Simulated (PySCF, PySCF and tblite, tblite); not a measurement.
# C2H7NSi: a path driven as pyramidal inversion, and NMR exchange, part 2 of 2

PySCF and tblite. Atoms count from 0. Earlier steps stand in the parts before.

## Step 9: Barriers, rates and exchange

What the job is given:

```
{"job": {"smiles": "[SiH3]N1CC1", "charge": 0, "mult": 1, "motion": "inversion", "what": "nitrogen in a small ring", "atoms": [1], "drives": [{"terms": [["t", [3, 0, 2, 1], 0.3333333333333333], ["t", [0, 2, 3, 1], 0.3333333333333333], ["t", [2, 3, 0, 1], 0.3333333333333333]], "neg": true, "n": 8}], "study": "path", "level": {"kind": "nmr", "xc": "PBE0", "basis": "pcSseg-2"}, "fields": [270, 600, 700], "first": 4, "seed": 115, "refine": {"xc": "PBE0", "basis": "def2-SVP"}, "kind": "path"}, "charge": 0, "multiplicity": 1}
Si     1.518594     0.505988     0.293457
N      0.154994    -0.253195    -0.423204
C     -1.172396     0.234536    -0.641696
C     -0.929600    -0.970843     0.173507
H      2.409867    -0.607058     0.607819
H      2.007757     1.399610    -0.752600
H      1.263888     1.284680     1.517383
H     -1.484187     1.148855    -0.148431
H     -1.555869     0.121637    -1.649064
H     -1.139317    -1.945697    -0.250956
H     -1.068308    -0.915842     1.247819
```

Standard output:

```text
stationary points (kcal/mol above the start)
  n  kind          group   xTB      DFT    lowest mode
  0  minimum      Cs       0.00     0.00     132.1
  1  saddle       Cs       3.01     3.70    -194.0
  2  minimum      Cs       0.00     0.00     131.5

GFN2-xTB energies: T/K, barrier G, reaction G (kcal/mol), k forward, k back (1/s)
 150.00     2.39    -0.00   2.08e+09   2.06e+09
 200.00     2.42    -0.00   1.88e+10   1.86e+10
 250.00     2.48    -0.00   7.05e+10      7e+10
 298.15     2.56    -0.00   1.66e+11   1.64e+11
 350.00     2.66    -0.00   3.18e+11   3.16e+11
 400.00     2.77    -0.01   5.08e+11   5.05e+11
 500.00     3.04    -0.01   9.73e+11   9.67e+11

PBE0-D3(BJ)/def2-SVP energies: T/K, barrier G, reaction G (kcal/mol), k forward, k back (1/s)
 150.00     2.22    -0.00   3.69e+09   3.65e+09
 200.00     2.25    -0.00   2.88e+10   2.86e+10
 250.00     2.31    -0.00   9.93e+10   9.86e+10
 298.15     2.39    -0.00   2.21e+11   2.19e+11
 350.00     2.49    -0.00   4.07e+11   4.04e+11
 400.00     2.60    -0.01    6.3e+11   6.26e+11
 500.00     2.87    -0.01   1.15e+12   1.15e+12

PBE0/pcSseg-2 + D3(BJ) energies: T/K, barrier G, reaction G (kcal/mol), k forward, k back (1/s)
 150.00     3.08    -0.00   2.03e+08   2.02e+08
 200.00     3.12    -0.00   3.28e+09   3.26e+09
 250.00     3.18    -0.00   1.75e+10   1.73e+10
 298.15     3.25    -0.00   5.14e+10    5.1e+10
 350.00     3.35    -0.00   1.18e+11   1.17e+11
 400.00     3.47    -0.01   2.13e+11   2.11e+11
 500.00     3.74    -0.01   4.84e+11   4.81e+11
```

Wall time 79 s (1 thread of Intel Xeon at 2.80GHz, shared host); peak memory 0.89 GiB. This counts the whole study up to here.

Barriers by level (kcal/mol; entropies in cal/(mol K)). Zero-point and thermal terms come from xTB in every row. ΔG‡ leaves symmetry out; the rate counts equivalent paths (a factor of 2); effective ΔG‡, where given, is the barrier that would give that rate by Eyring's equation alone:

```
                 level   ΔE‡  with zero-point   ΔH‡   ΔS‡  ΔG‡ (298 K)  ΔE of reaction  k at 298 K (1/s)  effective ΔG‡
              GFN2-xTB  3.01             2.42  2.18  -1.3         2.56            0.00           1.7e+11           2.15
  PBE0-D3(BJ)/def2-SVP  2.84             2.25  2.01  -1.3         2.39            0.00           2.2e+11           1.98
PBE0/pcSseg-2 + D3(BJ)  3.70             3.12  2.87  -1.3         3.25            0.00           5.1e+10           2.84
```

Sites that the driver pairs across this motion, and where their lines would merge (no couplings; faster rotations or exchange between molecules can average them sooner):

```csv
nucleus,sites: shielding (ppm),proton frequency (MHz),spread (Hz),coalescence (K),lines at 298 K
1H,"H7, H10: 29.80; H8, H9: 29.41",270,105,67,1
1H,"H7, H10: 29.80; H8, H9: 29.41",600,233,69,1
1H,"H7, H10: 29.80; H8, H9: 29.41",700,272,70,1
```

## Step 10: Shieldings, start: PBE0/STO-3G

What the job is given:

```
{"job": {"kind": "nmr", "xc": "PBE0", "basis": "STO-3G", "pop": false}, "charge": 0, "multiplicity": 1}
Si     1.512185     0.481515     0.259274
N      0.152727    -0.300286    -0.491934
C     -1.175197     0.234658    -0.648281
C     -0.931145    -0.977553     0.171677
H      2.507455    -0.564529     0.632942
H      2.106266     1.434693    -0.721966
H      1.135596     1.246601     1.499860
H     -1.445728     1.160949    -0.121581
H     -1.622860     0.136123    -1.644569
H     -1.199952    -1.964510    -0.223678
H     -1.033923    -0.884991     1.262291
```

Standard output:

```text
coarse grid: 9200 points
cycle   1  E = -419.3135154738  dE =  2.852e-01  |g| = 3.614e-01  |ddm| = 3.976e+00
cycle   2  E = -419.3042171386  dE =  9.298e-03  |g| = 4.261e-01  |ddm| = 1.056e+00
cycle   3  E = -419.3571002867  dE = -5.288e-02  |g| = 2.619e-02  |ddm| = 5.688e-01
cycle   4  E = -419.3573232444  dE = -2.230e-04  |g| = 7.711e-03  |ddm| = 5.031e-02
cycle   5  E = -419.3573441021  dE = -2.086e-05  |g| = 7.335e-04  |ddm| = 1.278e-02
cycle   6  E = -419.3573443022  dE = -2.001e-07  |g| = 2.419e-04  |ddm| = 1.714e-03
final grid: 82944 points
cycle   7  E = -419.3360514759  dE = -5.380e-06  |g| = 3.044e-03  |ddm| = 1.151e-02
cycle   8  E = -419.3360522411  dE = -7.652e-07  |g| = 2.752e-03  |ddm| = 8.904e-03
cycle   9  E = -419.3360546679  dE = -2.427e-06  |g| = 3.953e-04  |ddm| = 4.220e-03
cycle  10  E = -419.3360547142  dE = -4.627e-08  |g| = 1.779e-05  |ddm| = 5.069e-04
cycle  11  E = -419.3360547143  dE = -1.140e-10  |g| = 3.148e-06  |ddm| = 3.738e-05
converged SCF energy = -419.3360547143

GIAO shielding tensors (ppm)
atom      isotropic    diamagn.    paramagn.     s11        s22        s33       span
  0 Si     564.844     868.133    -303.289    518.338    542.211    633.983    115.644
  1 N      318.899     311.972       6.927    214.438    334.758    407.500    193.062
  2 C      209.275     253.312     -44.038    174.488    213.274    240.062     65.574
  3 C      209.280     253.306     -44.026    174.505    213.278    240.057     65.552
  4 H       30.109      30.624      -0.516     26.001     27.614     36.711     10.710
  5 H       30.109      30.621      -0.513     26.001     27.613     36.712     10.710
  6 H       30.650      31.761      -1.110     26.726     28.409     36.817     10.090
  7 H       32.243      32.391      -0.148     26.682     29.526     40.520     13.838
  8 H       31.596      30.824       0.772     25.778     27.712     41.297     15.519
  9 H       31.596      30.826       0.770     25.779     27.712     41.298     15.520
 10 H       32.243      32.393      -0.150     26.682     29.525     40.521     13.839
```

Wall time 1.6 s (1 thread of Intel Xeon at 2.80GHz, shared host); peak memory 0.39 GiB.

Key values: HOMO -3.76 eV, LUMO 7.23 eV; dipole 1.08 D.

The input is unsound on purpose (minimal basis), so these values are not to be used.

## Step 11: Single-point energy, saddle of leg 1: PBE0/STO-3G

What the job is given:

```
{"job": {"kind": "sp", "xc": "PBE0", "basis": "STO-3G", "pop": false}, "charge": 0, "multiplicity": 1}
Si     1.596424     0.527736     0.293071
N     -0.003609    -0.001458    -0.003574
C     -1.283954     0.289248    -0.538803
C     -0.979812    -1.021982     0.110938
H      2.296084    -0.589433     0.993874
H      2.334205     0.858341    -0.969523
H      1.642697     1.756034     1.151543
H     -1.921020     1.006756    -0.001382
H     -1.395055     0.320756    -1.632496
H     -0.878954    -1.912568    -0.526084
H     -1.404849    -1.226517     1.104270
```

Standard output:

```text
coarse grid: 9200 points
cycle   1  E = -419.3001626793  dE =  3.401e-01  |g| = 3.804e-01  |ddm| = 4.007e+00
cycle   2  E = -419.2917152297  dE =  8.447e-03  |g| = 4.395e-01  |ddm| = 1.098e+00
cycle   3  E = -419.3462192138  dE = -5.450e-02  |g| = 2.729e-02  |ddm| = 5.832e-01
cycle   4  E = -419.3464688861  dE = -2.497e-04  |g| = 7.020e-03  |ddm| = 5.182e-02
cycle   5  E = -419.3464858652  dE = -1.698e-05  |g| = 8.276e-04  |ddm| = 1.140e-02
cycle   6  E = -419.3464861126  dE = -2.474e-07  |g| = 1.879e-04  |ddm| = 1.637e-03
final grid: 82944 points
cycle   7  E = -419.3249211241  dE = -5.863e-06  |g| = 2.918e-03  |ddm| = 1.134e-02
cycle   8  E = -419.3249220112  dE = -8.871e-07  |g| = 2.531e-03  |ddm| = 8.481e-03
cycle   9  E = -419.3249240573  dE = -2.046e-06  |g| = 3.394e-04  |ddm| = 3.931e-03
cycle  10  E = -419.3249240912  dE = -3.389e-08  |g| = 1.907e-05  |ddm| = 4.431e-04
cycle  11  E = -419.3249240913  dE = -1.155e-10  |g| = 3.825e-06  |ddm| = 3.181e-05
converged SCF energy = -419.3249240913
```

Wall time 0.87 s (1 thread of Intel Xeon at 2.80GHz, shared host); peak memory 0.39 GiB.

Key values: HOMO -3.40 eV, LUMO 6.99 eV; dipole 0.14 D.

The input is unsound on purpose (minimal basis), so these values are not to be used.

## Step 12: Second level: PBE0/STO-3G + D3(BJ)

What the job is given:

```
{"job": {"smiles": "[SiH3]N1CC1", "charge": 0, "mult": 1, "motion": "inversion", "what": "nitrogen in a small ring", "atoms": [1], "drives": [{"terms": [["t", [3, 0, 2, 1], 0.3333333333333333], ["t", [0, 2, 3, 1], 0.3333333333333333], ["t", [2, 3, 0, 1], 0.3333333333333333]], "neg": true, "n": 8}], "study": "path", "level": {"kind": "nmr", "xc": "PBE0", "basis": "STO-3G", "bad": "minimal basis"}, "fields": [270, 600, 700], "first": 4, "seed": 115, "refine": {"xc": "PBE0", "basis": "def2-SVP"}, "kind": "pathvar"}, "charge": 0, "multiplicity": 1}
Si     1.518594     0.505988     0.293457
N      0.154994    -0.253195    -0.423204
C     -1.172396     0.234536    -0.641696
C     -0.929600    -0.970843     0.173507
H      2.409867    -0.607058     0.607819
H      2.007757     1.399610    -0.752600
H      1.263888     1.284680     1.517383
H     -1.484187     1.148855    -0.148431
H     -1.555869     0.121637    -1.649064
H     -1.139317    -1.945697    -0.250956
H     -1.068308    -0.915842     1.247819
```

Standard output:

```text
stationary points (kcal/mol above the start)
  n  kind          group   xTB      DFT    lowest mode
  0  minimum      Cs       0.00     0.00     132.1
  1  saddle       Cs       3.01     7.14    -194.0
  2  minimum      Cs       0.00     0.00     131.5

GFN2-xTB energies: T/K, barrier G, reaction G (kcal/mol), k forward, k back (1/s)
 150.00     2.39    -0.00   2.08e+09   2.06e+09
 200.00     2.42    -0.00   1.88e+10   1.86e+10
 250.00     2.48    -0.00   7.05e+10      7e+10
 298.15     2.56    -0.00   1.66e+11   1.64e+11
 350.00     2.66    -0.00   3.18e+11   3.16e+11
 400.00     2.77    -0.01   5.08e+11   5.05e+11
 500.00     3.04    -0.01   9.73e+11   9.67e+11

PBE0-D3(BJ)/def2-SVP energies: T/K, barrier G, reaction G (kcal/mol), k forward, k back (1/s)
 150.00     2.22    -0.00   3.69e+09   3.65e+09
 200.00     2.25    -0.00   2.88e+10   2.86e+10
 250.00     2.31    -0.00   9.93e+10   9.86e+10
 298.15     2.39    -0.00   2.21e+11   2.19e+11
 350.00     2.49    -0.00   4.07e+11   4.04e+11
 400.00     2.60    -0.01    6.3e+11   6.26e+11
 500.00     2.87    -0.01   1.15e+12   1.15e+12

PBE0/pcSseg-2 + D3(BJ) energies: T/K, barrier G, reaction G (kcal/mol), k forward, k back (1/s)
 150.00     3.08    -0.00   2.03e+08   2.02e+08
 200.00     3.12    -0.00   3.28e+09   3.26e+09
 250.00     3.18    -0.00   1.75e+10   1.73e+10
 298.15     3.25    -0.00   5.14e+10    5.1e+10
 350.00     3.35    -0.00   1.18e+11   1.17e+11
 400.00     3.47    -0.01   2.13e+11   2.11e+11
 500.00     3.74    -0.01   4.84e+11   4.81e+11

PBE0/STO-3G + D3(BJ) energies: T/K, barrier G, reaction G (kcal/mol), k forward, k back (1/s)
 150.00     6.52    -0.00      2e+03   1.98e+03
 200.00     6.55    -0.00   5.76e+05   5.71e+05
 250.00     6.61    -0.00   1.73e+07   1.71e+07
 298.15     6.69    -0.00   1.55e+08   1.54e+08
 350.00     6.79    -0.00   8.39e+08   8.34e+08
 400.00     6.90    -0.01   2.82e+09    2.8e+09
 500.00     7.18    -0.01   1.52e+10   1.51e+10
```

Run time: 82 s. Hardware: 1 thread of Intel Xeon at 2.80GHz, shared host; peak memory 0.89 GiB. This counts the runs that the step sums up.

This level is unsound on purpose: minimal basis. Its values are not to be used.

Barriers by level (kcal/mol; entropies in cal/(mol K)). Zero-point and thermal terms come from xTB in every row. ΔG‡ leaves symmetry out; the rate counts equivalent paths (a factor of 2); effective ΔG‡, where given, is the barrier that would give that rate by Eyring's equation alone:

```csv
level,ΔE‡,with zero-point,ΔH‡,ΔS‡,ΔG‡ (298 K),ΔE of reaction,k at 298 K (1/s),effective ΔG‡
GFN2-xTB,3.01,2.42,2.18,-1.3,2.56,0.00,1.7e+11,2.15
PBE0-D3(BJ)/def2-SVP,2.84,2.25,2.01,-1.3,2.39,0.00,2.2e+11,1.98
PBE0/pcSseg-2 + D3(BJ),3.70,3.12,2.87,-1.3,3.25,0.00,5.1e+10,2.84
PBE0/STO-3G + D3(BJ),7.14,6.55,6.31,-1.3,6.69,0.00,1.6e+08,6.28
```

## Step 13: Outcome

The summary covers parts 1 to 2.

```
                        quantity                              value
barrier (PBE0/pcSseg-2 + D3(BJ))   ΔE‡ 3.7, ΔG‡(298 K) 3.2 kcal/mol
              barrier (GFN2-xTB)                   ΔE‡ 3.0 kcal/mol
                   rate at 298 K                        5.1e+10 s⁻¹
                 end of the path  the start, renumbered or mirrored
            coalescence of 1H H7                    70 K at 700 MHz
```

**Reading.** The barrier is 3.7 kcal/mol at the DFT level (xTB: 3.0); with thermal terms and the count of paths the DFT value gives a rate of 5.1e+10 s⁻¹ at 298 K. An error of 1.4 kcal/mol changes that rate tenfold. The 1H lines of H7 and its partners, 272 Hz apart at 700 MHz, merge at 70 K, so by this path alone the exchange at 298 K is fast for them; other paths were not followed.
